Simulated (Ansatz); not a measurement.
**CH4AlO2 (SMILES C[O][Al][OH]): UHF/6-311+G(d,p)**

Aim: the energy change on altering one bond length of CH4AlO2 at UHF/6-311+G**, from 2 runs. 

The results are computed with Ansatz 0.2.0.

37 further runs of the same task are left out: 37 set aside as unsound or not needed.

## 1. The system as given

CH4AlO2: 8 atoms, total charge 0, spin state doublet. As SMILES, `C[O][Al][OH]`. The coordinates come from a PBE0-D4/def2-TZVP relaxation. This is one conformer, not always the lowest.

Bond lengths: C1–O2 1.394 Å, O2–Al3 1.683 Å, Al3–O4 1.701 Å, C1–H5 1.097 Å, C1–H6 1.095 Å, C1–H7 1.095 Å, O4–H8 0.956 Å. Angles: C1–O2–Al3 139.7°, O2–Al3–O4 116.5°, O2–C1–H5 112.7°, O2–C1–H6 110.1°, O2–C1–H7 110.0°, Al3–O4–H8 121.5°, H5–C1–H6 108.0°, H5–C1–H7 108.0°, H6–C1–H7 107.9°.

## 2. The energy at UHF/6-311+G(d,p)

Input file job.yaml:

```yaml
basis:
  gaussian: {orbitals: 6-311+G_st__st_-spherical.json}
crystal:
  periodic: [false, false, false]
  atoms:
    - {symbol: C, position_ang: [0.292700, 1.365900, -0.669900]}
    - {symbol: O, position_ang: [-0.035800, 0.282500, 0.144300]}
    - {symbol: Al, position_ang: [-0.062600, -1.399600, 0.093000]}
    - {symbol: O, position_ang: [-0.601900, -2.191900, 1.497900]}
    - {symbol: H, position_ang: [0.661200, 1.058300, -1.655900]}
    - {symbol: H, position_ang: [-0.585400, 2.002400, -0.820800]}
    - {symbol: H, position_ang: [1.070000, 1.971500, -0.192500]}
    - {symbol: H, position_ang: [-0.646300, -3.146000, 1.548200]}
hamiltonian: {xc: hf}
magnetization: {spin_polarized: true, initial_magnetization: 1}
accuracy: high
output: {orbitals: {seedname: orbitals}}
```

The basis set 6-311+G** is read from a file made from the Basis Set Exchange's data (not shown).

The run is started by

```
$ ansatz run job.yaml --threads 1 --pin off --max-ram 3480MiB --events-out events.jsonl --progress --plain --runs-dir runs
```

The program printed:

```text
Warning: RAYON_NUM_THREADS=1 ignored (pool sized by the plan → 1); use --threads N
Functional definition: HF
  name "HF"
  exchange = exact_x
  correlation = 0
2227 factors; integrals over basis functions are off by at most 2.0e-8 eV
mean field evaluation 1: about -11748.0924 eV, gradient 3.8e1 eV
mean field evaluation 2: about -11748.0988 eV, gradient 3.8e1 eV
mean field evaluation 4: about -11754.2408 eV, gradient 3.0e0 eV
mean field evaluation 8: about -11754.3890 eV, gradient 2.4e-1 eV
mean field -11754.39019224 eV, -431.9658721530 hartree, gradient 2.3e-8 eV, S^2 0.752770; 0 other end points of the search recorded, 0 dependent functions left out
reference -11754.39019224 eV, -431.9658721530 hartree; 20, 19 occupied and 100, 101 virtual orbitals, 2227 factors
Total energy: -11754.39019224 eV, -431.9658721530 hartree
```

Wall time 4.8 s (1 thread of Arm Neoverse V2, shared host); peak memory 0.41 GiB.

## 3. The distorted shape at the same level

Input file molecule.yaml:

```yaml
crystal:
  periodic: [false, false, false]
  atoms:
    - {symbol: C, position_ang: [0.686908, 2.666005, -1.646959]}
    - {symbol: O, position_ang: [-0.035800, 0.282500, 0.144300]}
    - {symbol: Al, position_ang: [-0.062600, -1.399600, 0.093000]}
    - {symbol: O, position_ang: [-0.601900, -2.191900, 1.497900]}
    - {symbol: H, position_ang: [1.055408, 2.358405, -2.632959]}
    - {symbol: H, position_ang: [-0.191192, 3.302505, -1.797859]}
    - {symbol: H, position_ang: [1.464208, 3.271605, -1.169559]}
    - {symbol: H, position_ang: [-0.646300, -3.146000, 1.548200]}
basis:
  gaussian:
    orbitals: 6-311+G_st__st_-spherical.json
magnetization:
  spin_polarized: true
  initial_magnetization: 1
hamiltonian:
  xc: hf
accuracy: high
output:
  orbitals: {seedname: orbitals}
```

The basis set 6-311+G** is read from a file made from the Basis Set Exchange's data (not shown).

The run is started by

```
$ ansatz run molecule.yaml --threads 1 --pin off --max-ram 3480MiB --events-out events.jsonl --progress --plain --runs-dir runs
```

The program printed (excerpt; [...] marks lines left out):

```text
Warning: RAYON_NUM_THREADS=1 ignored (pool sized by the plan → 1); use --threads N
Functional definition: HF
  name "HF"
[...]
2184 factors; integrals over basis functions are off by at most 4.9e-8 eV
[...]
mean field -11751.34395102 eV, -431.8539248528 hartree, gradient 1.1e-8 eV, S^2 1.712966; 6 other end points of the search recorded, 0 dependent functions left out
reference -11751.34395102 eV, -431.8539248528 hartree; 20, 19 occupied and 100, 101 virtual orbitals, 2184 factors
Total energy: -11751.34395102 eV, -431.8539248528 hartree
```

Wall time 25 s (1 thread of Arm Neoverse V2, shared host); peak memory 0.41 GiB.

## 4. Outcome

Level: UHF/6-311+G**.

```
                                                         quantity          value
                                        first shape: total energy  -431.96587 Eh
                  first shape: HOMO energy (highest over α and β)       -8.72 eV
                   first shape: LUMO energy (lowest over α and β)        0.38 eV
                                                first shape: ⟨S²⟩          0.753
                                    distorted shape: total energy  -431.85392 Eh
              distorted shape: HOMO energy (highest over α and β)       -9.28 eV
               distorted shape: LUMO energy (lowest over α and β)        0.10 eV
                                            distorted shape: ⟨S²⟩          1.713
energy change with the C1–O2 bond stretched from 1.394 to 3.068 Å       3.046 eV
```

**Reading.** With the C1–O2 bond stretched from 1.394 to 3.068 Å the energy rises by 3.05 eV (294 kJ/mol). The first shape isn't relaxed at this level, so the change isn't measured from a minimum. ⟨S²⟩ (distorted shape) is 1.71 where a pure doublet has 0.75: the reference is spin-contaminated.
